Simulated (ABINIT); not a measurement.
# SiBF (Pmmm) in ABINIT: a series of runs

One crystal, SiBF, is run at these levels: PBEsol, r2SCAN; tasks: single point.

Program: ABINIT 10.8.3 (patched build). These are calculated values, not measurements. Logs are shortened: lines on timing, memory, paths and dates and some standing lists are left out, and cuts for length are marked. The log counts tension as positive stress, the text compression.

### 1 Starting point

The structure is orthorhombic, space group Pmmm (No. 47). Conventional cell: a = 2.436 Å, b = 3.359 Å, c = 4.759 Å, α = 90.00°, β = 90.00°, γ = 90.00°. Si (site symmetry mmm) has 2 F at 1.68 Å as nearest neighbours. Around B (site symmetry mmm) lie 2 F at 1.22 Å. F (site symmetry mmm) is surrounded by 2 B at 1.22 Å.

The cell was built by a generator and needn't be a form met in nature.

### 2 Single point, PBEsol

run.abi reads:

```
# Pseudopotentials
pp_dirpath "./"
pseudos "Si.GGA_PBE-ansatz.xml, B.GGA_PBE-ansatz.xml, F.GGA_PBE-ansatz.xml"

# Structure
acell 2.43558216 3.359338 4.75852691 Angstrom
rprim
     1.0000000000     0.0000000000     0.0000000000
     0.0000000000     1.0000000000     0.0000000000
     0.0000000000     0.0000000000     1.0000000000
ntypat 3
znucl 14 5 9
natom 3
typat 1 2 3
xcart
     0.0000000000     1.6796690000     0.0000000000
     1.2177910800     0.0000000000     0.0000000000
     0.0000000000     0.0000000000     0.0000000000 Angstrom
chkprim 0
chksymtnons 0
tolsym 1.0e-6

# Plane-wave basis
ecut 16.0
pawecutdg 32.0
pawxcdev 0
pawovlp -1

# k points
kptopt 1
ngkpt 8 6 4
nshiftk 1
shiftk 0.0 0.0 0.0

# Exchange and correlation
ixc -116133

# Bands and occupations
nband 11
occopt 3
tsmear 0.05 eV

# SCF cycle
nstep 100
tolvrs 1.0e-9

# Output
iomode 3
prtwf 0
prtden 0
prteig 0
prtebands 0
enunit 2
```

Potentials or basis: Ansatz PAW PBE default generated set, frozen core.

Started as:

```
$ abinit run.abi > log 2>&1
```

run.abo:

```text
[... set-up lines left out ...]
 ETOT  1  -30.568765808898    -3.057E+01 2.911E-01 5.414E+00
 ETOT  2  -30.576739091444    -7.973E-03 3.603E-02 4.132E-01
 ETOT  3  -30.573723285113     3.016E-03 1.088E-02 9.293E-02
 ETOT  4  -30.573454801485     2.685E-04 4.886E-03 4.940E-03
 ETOT  5  -30.573484303944    -2.950E-05 2.323E-03 9.880E-04
 ETOT  6  -30.573500787184    -1.648E-05 3.364E-03 1.023E-04
 ETOT  7  -30.573504559394    -3.772E-06 7.530E-04 1.516E-05
 ETOT  8  -30.573505137405    -5.780E-07 1.082E-03 1.225E-06
 ETOT  9  -30.573505195540    -5.813E-08 4.328E-04 4.160E-08
 ETOT 10  -30.573505196666    -1.126E-09 7.719E-04 8.072E-09
 ETOT 11  -30.573505196920    -2.541E-10 5.445E-04 6.667E-10

 At SCF step   11       nres2   =  6.67E-10 < tolvrs=  1.00E-09 =>converged.

 Cartesian components of stress tensor (hartree/bohr^3)
  sigma(1 1)= -5.42731304E-03  sigma(3 2)=  0.00000000E+00
  sigma(2 2)= -4.96797917E-03  sigma(3 1)=  0.00000000E+00
  sigma(3 3)=  4.95076290E-05  sigma(2 1)=  0.00000000E+00

--- !ResultsGS
iteration_state: {dtset: 1, }
comment   : Summary of ground state results
lattice_vectors:
- [  4.6025832,   0.0000000,   0.0000000, ]
- [  0.0000000,   6.3482288,   0.0000000, ]
- [  0.0000000,   0.0000000,   8.9923126, ]
lattice_lengths: [   4.60258,    6.34823,    8.99231, ]
lattice_angles: [ 90.000,  90.000,  90.000, ] # degrees, (23, 13, 12)
lattice_volume:   2.6273965E+02
convergence: {deltae: -2.541E-10, res2:  6.667E-10, residm:  5.445E-04, diffor: null, }
etotal    :  -3.05735052E+01
entropy   :   0.00000000E+00
fermie    :   2.03641151E-01
cartesian_stress_tensor: # hartree/bohr^3
- [ -5.42731304E-03,   0.00000000E+00,   0.00000000E+00, ]
- [  0.00000000E+00,  -4.96797917E-03,   0.00000000E+00, ]
- [  0.00000000E+00,   0.00000000E+00,   4.95076290E-05, ]
pressure_GPa:   1.0146E+02
xred      :
- [  0.0000E+00,   5.0000E-01,   0.0000E+00, Si]
- [  5.0000E-01,   0.0000E+00,   0.0000E+00,  B]
- [  0.0000E+00,   0.0000E+00,   0.0000E+00,  F]
cartesian_forces: # hartree/bohr
- [ -0.00000000E+00,  -0.00000000E+00,  -0.00000000E+00, ]
- [ -0.00000000E+00,  -0.00000000E+00,  -0.00000000E+00, ]
- [ -0.00000000E+00,  -0.00000000E+00,  -0.00000000E+00, ]
force_length_stats: {min:   0.00000000E+00, max:   0.00000000E+00, mean:   0.00000000E+00, }
...

 Integrated electronic density in atomic spheres:
 ------------------------------------------------
 Atom  Sphere_radius  Integrated_density
    1        2.63806          5.57819644
    2        2.17696          7.18807279
    3        1.81225          7.54749812

================================================================================

 ----iterations are completed or convergence reached----

 Mean square residual over all n,k,spin=   26.495E-07; max=  54.451E-05
 reduced coordinates (array xred) for    3 atoms
       0.000000000000      0.500000000000      0.000000000000
       0.500000000000      0.000000000000      0.000000000000
       0.000000000000      0.000000000000      0.000000000000
 rms dE/dt=  0.0000E+00; max dE/dt=  0.0000E+00; dE/dt below (all hartree)
    1       0.000000000000      0.000000000000      0.000000000000
    2       0.000000000000      0.000000000000      0.000000000000
    3       0.000000000000      0.000000000000      0.000000000000

 cartesian coordinates (angstrom) at end:
    1      0.00000000000000     1.67966900000000     0.00000000000000
    2      1.21779108000000     0.00000000000000     0.00000000000000
    3      0.00000000000000     0.00000000000000     0.00000000000000

 cartesian forces (hartree/bohr) at end:
    1     -0.00000000000000    -0.00000000000000    -0.00000000000000
    2     -0.00000000000000    -0.00000000000000    -0.00000000000000
    3     -0.00000000000000    -0.00000000000000    -0.00000000000000
 frms,max,avg= 0.0000000E+00 0.0000000E+00   0.000E+00  0.000E+00  0.000E+00 h/b

 cartesian forces (eV/Angstrom) at end:
    1     -0.00000000000000    -0.00000000000000    -0.00000000000000
    2     -0.00000000000000    -0.00000000000000    -0.00000000000000
    3     -0.00000000000000    -0.00000000000000    -0.00000000000000
 frms,max,avg= 0.0000000E+00 0.0000000E+00   0.000E+00  0.000E+00  0.000E+00 e/A
 length scales=  4.602583239547  6.348228784355  8.992312622662 bohr
              =  2.435582160000  3.359338000000  4.758526910000 angstroms
 Fermi (or HOMO) energy (hartree) =   0.20364   Average Vxc (hartree)=  -0.33720
 Eigenvalues (hartree) for nkpt=  60  k points:
 kpt#   1, nband= 11, wtk=  0.00521, kpt=  0.0000  0.0000  0.0000 (reduced coord)
  -1.15066   -0.57994   -0.51152   -0.40773   -0.16950    0.13698    0.23275    0.25581
   0.35276    0.43091    0.44163
      occupation numbers for kpt#   1
   2.00000    2.00000    2.00000    2.00000    2.00000    2.00000    0.00000    0.00000
   0.00000    0.00000    0.00000
 prteigrs : prtvol=0 or 1, do not print more k-points.

 Fermi (or HOMO) energy (eV) =   5.54136   Average Vxc (eV)=  -9.17576
 Eigenvalues (   eV  ) for nkpt=  60  k points:
 kpt#   1, nband= 11, wtk=  0.00521, kpt=  0.0000  0.0000  0.0000 (reduced coord)
 -31.31108  -15.78097  -13.91910  -11.09481   -4.61222    3.72736    6.33350    6.96084
   9.59914   11.72554   12.01731
 prteigrs : prtvol=0 or 1, do not print more k-points.

--- !EnergyTerms
iteration_state     : {dtset: 1, }
comment             : Components of total free energy in Hartree
kinetic             :  1.21401698497483E+01
hartree             :  1.97059263067316E+01
xc                  : -6.27058972587604E+00
Ewald energy        : -8.72780853715276E+00
psp_core            :  7.85428467913215E-01
local_psp           : -5.07616074142305E+01
PAW spherical_terms :  2.55532485343135E+00
internal            : -3.05731561994348E+01
'-kT*entropy'       : -3.44778959442468E-04
total_energy        : -3.05735009783942E+01
total_energy_eV     : -8.31947344014963E+02
...

--- !EnergyTermsDC
iteration_state     : {dtset: 1, }
comment             : '"Double-counting" decomposition of free energy'
band_energy         : -4.85740735210853E+00
Ewald energy        : -8.72780853715276E+00
psp_core            :  7.85428467913215E-01
xc_dc               : -1.88720293723824E+01
PAW spherical_terms :  1.09865637577016E+00
internal            : -3.05731604179603E+01
'-kT*entropy'       : -3.44778959442468E-04
total_energy_dc     : -3.05735051969197E+01
total_energy_dc_eV  : -8.31947458806890E+02
...

--- !EnergyTermsWithPAWCore
iteration_state     : {dtset: 1, }
comment             : 'Components of total free energy, including PAW core contributions'
Total energy        : -4.12540578076772E+02
Total energy DC     : -4.12540582295297E+02
Total energy (eV)   : -1.12258010121873E+04
Total energy DC (eV): -1.12258011269792E+04
...

 Cartesian components of stress tensor (hartree/bohr^3)
  sigma(1 1)= -5.42731304E-03  sigma(3 2)=  0.00000000E+00
  sigma(2 2)= -4.96797917E-03  sigma(3 1)=  0.00000000E+00
  sigma(3 3)=  4.95076290E-05  sigma(2 1)=  0.00000000E+00

-Cartesian components of stress tensor (GPa)         [Pressure=  1.0146E+02 GPa]
- sigma(1 1)= -1.59677062E+02  sigma(3 2)=  0.00000000E+00
- sigma(2 2)= -1.46162993E+02  sigma(3 1)=  0.00000000E+00
- sigma(3 3)=  1.45656473E+00  sigma(2 1)=  0.00000000E+00

== END DATASET(S) ==============================================================
================================================================================

 -outvars: echo values of variables after computation  --------
            acell      4.6025832395E+00  6.3482287844E+00  8.9923126227E+00 Bohr
           etotal     -3.0573505197E+01
            fcart     -0.0000000000E+00 -0.0000000000E+00 -0.0000000000E+00
                      -0.0000000000E+00 -0.0000000000E+00 -0.0000000000E+00
                      -0.0000000000E+00 -0.0000000000E+00 -0.0000000000E+00
           strten     -5.4273130385E-03 -4.9679791655E-03  4.9507628965E-05
                       0.0000000000E+00  0.0000000000E+00  0.0000000000E+00
           xangst      0.0000000000E+00  1.6796690000E+00  0.0000000000E+00
                       1.2177910800E+00  0.0000000000E+00  0.0000000000E+00
                       0.0000000000E+00  0.0000000000E+00  0.0000000000E+00
             xred      0.0000000000E+00  5.0000000000E-01  0.0000000000E+00
                       5.0000000000E-01  0.0000000000E+00  0.0000000000E+00
                       0.0000000000E+00  0.0000000000E+00  0.0000000000E+00
 Calculation completed.
```

Run time: 73 s. Hardware: 1 thread of Intel Xeon Platinum 8259CL at 2.50GHz (Skylake/Cascade Lake), shared host; peak memory 0.22 GiB.

What came out:

```yaml
Free_energy: -831.9475 eV
Pressure: 101.5 GPa
Band_gap_on_the_k_mesh: none (metal or under the smearing width)
```

Stress tensor (GPa, compression positive):
```
159.68   0.00   0.00
  0.00 146.16   0.00
  0.00   0.00  -1.46
```

Levels at points of the mesh, in eV from the Fermi level:
```
           k point  band 3  band 4  band 5  band 6  band 7  band 8  band 9  band 10  band 11
(0.00, 0.00, 0.00)  -19.46  -16.64  -10.15   -1.81    0.79    1.42    4.06     6.18     6.48
(0.50, 0.00, 0.00)  -18.08  -15.16   -5.08   -4.16   -2.86   -2.37    3.11     6.59     7.54
(0.00, 0.50, 0.00)  -20.61  -16.50   -6.89   -2.78   -2.44    2.49    3.45     4.90     8.72
(0.50, 0.50, 0.00)  -18.76  -15.10   -8.79   -1.32    0.02    1.85    1.98     5.02     5.53
(0.00, 0.00, 0.50)  -19.46  -16.66  -10.02   -3.04    1.47    3.82    5.49     5.83     5.96
(0.50, 0.00, 0.50)  -18.08  -15.17   -5.01   -4.15   -2.66   -2.64    2.11     7.96     8.80
(0.00, 0.50, 0.50)  -20.60  -16.52   -6.78   -3.17   -2.44    1.26    5.70     8.25     8.48
(0.50, 0.50, 0.50)  -18.76  -15.10   -8.77   -1.51    0.29    1.44    2.07     4.21     6.06
```

Caveat: the atomic spheres overlap; a pressure of tens of GPa on the cell as given is suspect, and the run, the potentials or the cell itself is likely at fault; the PAW data sets were made with another functional, which shifts forces and pressure a little; this functional lacks dispersion, which binds the layers, so the pressure and a relaxed spacing across them are unreliable.

### 3 Single point, r2SCAN

run.abi: that of step 2 with these lines changed.

```diff
@@ -2,6 +2,6 @@
 pp_dirpath "./"
-pseudos "Si.GGA_PBE-ansatz.xml, B.GGA_PBE-ansatz.xml, F.GGA_PBE-ansatz.xml"
+pseudos "Si.upf, B.upf, F.upf"
 
 # Structure
-acell 2.43558216 3.359338 4.75852691 Angstrom
+acell 4.6025832364 6.34822878 8.9923126166
 rprim
@@ -23,6 +23,3 @@
 # Plane-wave basis
-ecut 16.0
-pawecutdg 32.0
-pawxcdev 0
-pawovlp -1
+ecut 35.8
 
@@ -35,3 +32,6 @@
 # Exchange and correlation
-ixc -116133
+ixc -497498
+usekden 1
+nc_xccc_gspace 1
+boxcutmin 3.0
 
@@ -40,3 +40,3 @@
 occopt 3
-tsmear 0.05 eV
+tsmear 0.00183747
 
@@ -53 +53,2 @@
 enunit 2
+prtvol 2
```

Potentials or basis: Ansatz NC PBE.

Started as:

```
$ abinit run.abi > log 2>&1
```

run.abo:

```text
[... set-up lines left out ...]
 ETOT  1  -31.836513116969    -3.184E+01 1.095E-01 4.829E+02
 ETOT  2  -31.877639011207    -4.113E-02 6.459E-03 4.117E+02
 ETOT  3  -31.907676461101    -3.004E-02 5.365E-02 7.544E+00
 ETOT  4  -31.907777413063    -1.010E-04 4.047E-03 5.557E-01
 ETOT  5  -31.907804611566    -2.720E-05 1.411E-03 1.019E-01
 ETOT  6  -31.907812282491    -7.671E-06 1.123E-03 1.079E-02
 ETOT  7  -31.907812633862    -3.514E-07 4.044E-04 1.067E-03
 ETOT  8  -31.907812653861    -2.000E-08 6.739E-04 1.990E-05
 ETOT  9  -31.907812654593    -7.323E-10 2.187E-04 5.703E-07
 ETOT 10  -31.907812654602    -9.056E-12 3.618E-04 6.724E-08
 ETOT 11  -31.907812654605    -2.579E-12 1.322E-04 5.070E-09
 ETOT 12  -31.907812654606    -8.775E-13 2.033E-04 2.597E-10

 At SCF step   12       vres2   =  2.60E-10 < tolvrs=  1.00E-09 =>converged.

Result for kinetic energy density :

--------------------------------------------------------------------------------
 Total kinetic energy density [Ha/Bohr^3]
)     Maximum=    2.5090E+01  at reduced coord.    0.0000    0.0000    0.0000
)     Minimum=    4.8927E-04  at reduced coord.    0.0250    0.0000    0.4800
   Integrated=    2.2740E+01
--------------------------------------------------------------------------------

 Cartesian components of stress tensor (hartree/bohr^3)
  sigma(1 1)= -5.32652311E-03  sigma(3 2)=  0.00000000E+00
  sigma(2 2)= -4.88366930E-03  sigma(3 1)=  0.00000000E+00
  sigma(3 3)=  3.20292305E-04  sigma(2 1)=  0.00000000E+00

--- !ResultsGS
iteration_state: {dtset: 1, }
comment   : Summary of ground state results
lattice_vectors:
- [  4.6025832,   0.0000000,   0.0000000, ]
- [  0.0000000,   6.3482288,   0.0000000, ]
- [  0.0000000,   0.0000000,   8.9923126, ]
lattice_lengths: [   4.60258,    6.34823,    8.99231, ]
lattice_angles: [ 90.000,  90.000,  90.000, ] # degrees, (23, 13, 12)
lattice_volume:   2.6273965E+02
convergence: {deltae: -8.775E-13, res2:  2.597E-10, residm:  2.033E-04, diffor: null, }
etotal    :  -3.19078127E+01
entropy   :   0.00000000E+00
fermie    :   2.23333967E-01
cartesian_stress_tensor: # hartree/bohr^3
- [ -5.32652311E-03,   0.00000000E+00,   0.00000000E+00, ]
[... 605 lines left out ...]
 kpt#   4, nband= 11, wtk=  0.01042, kpt=  0.3750  0.0000  0.0000 (reduced coord)
 -33.34088  -16.20525  -12.89941   -9.87824   -1.03091    2.65820    4.04254    4.97053
   9.34844   10.79533   15.61956
 kpt#   5, nband= 11, wtk=  0.00521, kpt=  0.5000  0.0000  0.0000 (reduced coord)
 -33.36058  -16.23983  -12.64963   -9.60895    0.62838    1.89448    2.97813    3.70689
   9.40922   13.02296   14.07700
 kpt#   6, nband= 11, wtk=  0.01042, kpt=  0.0000  0.1667  0.0000 (reduced coord)
 -33.19683  -15.92693  -14.45953  -11.11354   -4.14549    3.93942    6.07055    7.92783
[... 148 lines left out ...]
 kpt#  56, nband= 11, wtk=  0.00521, kpt=  0.0000  0.5000  0.5000 (reduced coord)
 -33.10737  -15.92220  -15.34169  -11.00854   -1.10938    2.70716    3.09561    7.50393
  12.29488   14.95509   15.07695
 kpt#  57, nband= 11, wtk=  0.01042, kpt=  0.1250  0.5000  0.5000 (reduced coord)
 -33.13198  -15.94550  -15.10899  -10.82620   -1.22138    3.08983    3.61679    7.29626
   9.91843   14.47829   15.29707
 kpt#  58, nband= 11, wtk=  0.01042, kpt=  0.2500  0.5000  0.5000 (reduced coord)
 -33.19086  -15.99178  -14.47820  -10.34671   -1.72994    4.22749    5.05615    6.45955
   7.49712   14.08163   14.95255
 kpt#  59, nband= 11, wtk=  0.01042, kpt=  0.3750  0.5000  0.5000 (reduced coord)
 -33.24937  -16.03873  -13.72166   -9.80386   -2.66519    5.24910    6.05076    6.49439
   6.98656   12.93898   13.55853
 kpt#  60, nband= 11, wtk=  0.00521, kpt=  0.5000  0.5000  0.5000 (reduced coord)
 -33.27351  -16.05642  -13.35468   -9.55638   -3.18939    4.67838    6.34183    7.68336
   8.18252   10.54408   12.54896
 Total charge density [el/Bohr^3]
)     Maximum=    1.7634E+00  at reduced coord.    0.0000    0.0000    0.9467
)Next maximum=    1.7634E+00  at reduced coord.    0.0000    0.0000    0.0533
)     Minimum=    1.2492E-03  at reduced coord.    0.0000    0.0000    0.4933
)Next minimum=    1.2492E-03  at reduced coord.    0.0000    0.0000    0.5067
   Integrated=    1.4000E+01

--- !EnergyTerms
iteration_state     : {dtset: 1, }
comment             : Components of total free energy in Hartree
kinetic             :  2.27399873062296E+01
hartree             :  1.98165669400264E+01
xc                  : -9.25084878369878E+00
Ewald energy        : -8.72780854280122E+00
psp_core            :  5.23728650962395E-01
local_psp           : -5.45598696100676E+01
non_local_psp       : -2.44922659737317E+00
internal            : -3.19074706367224E+01
'-kT*entropy'       : -3.42017883118464E-04
total_energy        : -3.19078126546055E+01
total_energy_eV     : -8.68255814408872E+02
band_energy         : -4.97210219286236E+00
...

 Cartesian components of stress tensor (hartree/bohr^3)
  sigma(1 1)= -5.32652311E-03  sigma(3 2)=  0.00000000E+00
  sigma(2 2)= -4.88366930E-03  sigma(3 1)=  0.00000000E+00
  sigma(3 3)=  3.20292305E-04  sigma(2 1)=  0.00000000E+00

-Cartesian components of stress tensor (GPa)         [Pressure=  9.6990E+01 GPa]
- sigma(1 1)= -1.56711720E+02  sigma(3 2)=  0.00000000E+00
- sigma(2 2)= -1.43682511E+02  sigma(3 1)=  0.00000000E+00
- sigma(3 3)=  9.42332495E+00  sigma(2 1)=  0.00000000E+00

== END DATASET(S) ==============================================================
================================================================================

 -outvars: echo values of variables after computation  --------
            acell      4.6025832364E+00  6.3482287800E+00  8.9923126166E+00 Bohr
           etotal     -3.1907812655E+01
            fcart     -0.0000000000E+00 -0.0000000000E+00 -0.0000000000E+00
                      -0.0000000000E+00 -0.0000000000E+00 -0.0000000000E+00
                      -0.0000000000E+00 -0.0000000000E+00 -0.0000000000E+00
           strten     -5.3265231104E-03 -4.8836693001E-03  3.2029230481E-04
                       0.0000000000E+00  0.0000000000E+00  0.0000000000E+00
           xangst      0.0000000000E+00  1.6796690000E+00  0.0000000000E+00
                       1.2177910792E+00  1.1522296812E-09  0.0000000000E+00
                       0.0000000000E+00  1.1522296812E-09  0.0000000000E+00
             xred      0.0000000000E+00  5.0000000034E-01  0.0000000000E+00
                       5.0000000000E-01  3.4299307838E-10  0.0000000000E+00
                       0.0000000000E+00  3.4299307838E-10  0.0000000000E+00
 Calculation completed.
```

It took 9.8 min on 1 thread of Intel Xeon Platinum 8259CL at 2.50GHz (Skylake/Cascade Lake), shared host; peak memory 0.15 GiB.

Results:

| Quantity | Value |
| --- | --- |
| Free energy | -868.2558 eV |
| Band gap on the k mesh | none (metal or under the smearing width) |
| All electrons inside the program's atomic spheres | Si 2.08; B 5.38; F 8.17 |

Caveat: the cutoff is too short for stress, so the log's stress isn't used; a meta-GGA on potentials with a model core is unreliable; the potentials were made for another functional, which shifts forces and pressure.
